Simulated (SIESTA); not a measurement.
**ZrB under changes of volume**

One of the cells (12.819 Å³/atom); the others are scaled copies at fixed shape and fractional positions:

```
Zr B
1.0
     0.00000    2.34040    2.34040
     2.34040    0.00000    2.34040
     2.34040    2.34040    0.00000
Zr B
1 1
Direct
  0.00000 0.00000 0.00000
  0.50000 0.50000 0.50000
```

- Program: SIESTA 5.4.2
- Functional: PBE
- Potentials or basis: PseudoDojo 0.4 standard (PBE files)
- Basis: DZP (energy shift 0.003 Ry; two zetas on semicore shells)
- Grid cutoff: 800 Ry
- Energy shift: 0.003 Ry
- k mesh: 10 × 10 × 10
- Occupations: fermi-dirac, width 0.05 eV
- Spin: no spin polarisation

```csv
volume (Å³/atom),energy over the lowest point (meV/atom),pressure (GPa)
11.814,342.11,55.2
12.065,261.11,48.2
12.317,190.78,41.7
12.819,78.91,30.1
13.071,?,?
13.322,0.00,20.5
```

Question: What does the run at 13.071 Å³/atom give?

Answer: Energy over the lowest point 35.72 meV/atom; pressure 25.2 GPa.

Worked out: A Birch-Murnaghan fit of order 3 (a polynomial in V^(-2/3)) to the other rows has no minimum within the range. It gives 35.60 meV/atom at 13.071 Å³/atom, against the run's 35.72, and -dE/dV = 25.1 GPa, against 25.2.

Energies are extrapolated to zero smearing.

Caveats: the basis of atomic orbitals isn't converged, which shifts pressures, moduli and gaps.
